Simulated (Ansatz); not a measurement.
**TiSi2: response to strain**

TiSi2 is deformed so: zz strain of -1 %. What stress and forces result, by LAPW, PAW and all-electron datasets made for the crystal?

Computed with Ansatz 0.2.0 (DFT PBEsol, scalar-relativistic, unless a step's input says otherwise).

**1. The system as given**

It takes space group Fddd (No. 70, orthorhombic). The conventional cell has a = 4.773 Å, b = 8.236 Å, c = 8.523 Å, α = 90.00°, β = 90.00°, γ = 90.00°. Ti (site symmetry 222) is surrounded by 10 Si at 2.54 to 2.75 Å. Si (site symmetry 2) is surrounded by 5 Ti at 2.54 to 2.75 Å and 5 Si at 2.54 to 2.75 Å.

Structure file:

```
CELL_PARAMETERS angstrom
0.00000 4.11800 4.26150
2.38650 0.00000 4.26150
2.38650 4.11800 0.00000
ATOMIC_POSITIONS crystal
Ti 0.75000 0.75000 0.75000
Ti 0.50000 0.50000 0.50000
Si 0.08300 0.41700 0.08300
Si 0.41700 0.08300 0.41700
Si 0.16700 0.83300 0.16700
Si 0.83300 0.16700 0.83300
```

Atoms are numbered in the order of the input: Ti1, Ti2, Si3, Si4, Si5, Si6.

**2. The deformed structure**

Space group Fddd before, Fddd after.

**3. LAPW, all electrons**

Input file input.yaml:

```yaml
crystal:
  lattice:
    - [0.0, 4.118, 4.218885]
    - [2.3865, 0.0, 4.218885]
    - [2.3865, 4.118, 0.0]
  atoms:
    - { symbol: Ti, position: [0.75, 0.75, 0.75] }
    - { symbol: Ti, position: [0.5, 0.5, 0.5] }
    - { symbol: Si, position: [0.083, 0.417, 0.083] }
    - { symbol: Si, position: [0.417, 0.083, 0.417] }
    - { symbol: Si, position: [0.167, 0.833, 0.167] }
    - { symbol: Si, position: [0.833, 0.167, 0.833] }
kpoints:
  mp_grid: { grid: [8, 8, 8] }
  band_path:
    path:
      - [0.0, 0.0, 0.0]
      - [0.5, 0.0, 0.5]
      - [1.0, 0.5, 0.5]
      - [0.5, 0.5, 0.0]
      - [0.0, 0.0, 0.0]
      - [0.0, 0.4139592957, 0.4139592957]
      - [1.0, 0.5860407043, 0.5860407043]
      - [1.0, 0.5, 0.5]
      - [0.5, 0.0, 0.5]
    npoints: 5
scf:
  occupations: { method: fermi_dirac, width: 0.08 }
hamiltonian:
  xc: pbesol
  pseudopotentials: { kind: all_electron, lapw: { basis_error: 0.0005 } }
output:
  forces: true
  stress: true
  eigenvalues: true
```

Launch:

```
ansatz run input.yaml --threads 2 --pin off --max-ram 8192MiB --backend cpu --events-out ev --progress --plain --runs-dir out
```

**4. Frozen-core PAW**

Input file input.yaml:

```yaml
crystal:
  lattice:
    - [0.0, 4.118, 4.218885]
    - [2.3865, 0.0, 4.218885]
    - [2.3865, 4.118, 0.0]
  atoms:
    - { symbol: Ti, position: [0.75, 0.75, 0.75] }
    - { symbol: Ti, position: [0.5, 0.5, 0.5] }
    - { symbol: Si, position: [0.083, 0.417, 0.083] }
    - { symbol: Si, position: [0.417, 0.083, 0.417] }
    - { symbol: Si, position: [0.167, 0.833, 0.167] }
    - { symbol: Si, position: [0.833, 0.167, 0.833] }
kpoints:
  mp_grid: { grid: [8, 8, 8] }
scf:
  occupations: { method: fermi_dirac, width: 0.08 }
hamiltonian:
  xc: pbesol
  pseudopotentials: { kind: paw }
output:
  forces: true
  stress: true
  eigenvalues: true
  efg: { contact_densities: true }
```

**5. All-electron PAW on datasets made for the crystal**

Edit input.yaml of step 4 so:

```diff
@@ -18,3 +18,3 @@
   xc: pbesol
-  pseudopotentials: { kind: paw }
+  pseudopotentials: { kind: all_electron, datasets: crystal }
 output:
```

(Steps that only read results are left out.)

Before running it: what results should come out? Wanted: pressure; largest shear or deviatoric stress.

As calculated:

```
                                 quantity                                           value
                                 pressure  LAPW 0.09, PAW 0.09, crystal datasets 0.09 GPa
largest shear or deviatoric stress (LAPW)                                        2.32 GPa
```

The largest part of the stress beyond the pressure is 2.32 GPa in size, in the zz component; the atoms are carried along and not relaxed. No run of the undeformed cell stands beside it, so the pressure holds what the given cell had before the change. PAW: stress within 0.02 GPa of LAPW, forces within 1 meV/Å. Crystal datasets: stress within 0.01 GPa of LAPW, forces within 1 meV/Å.
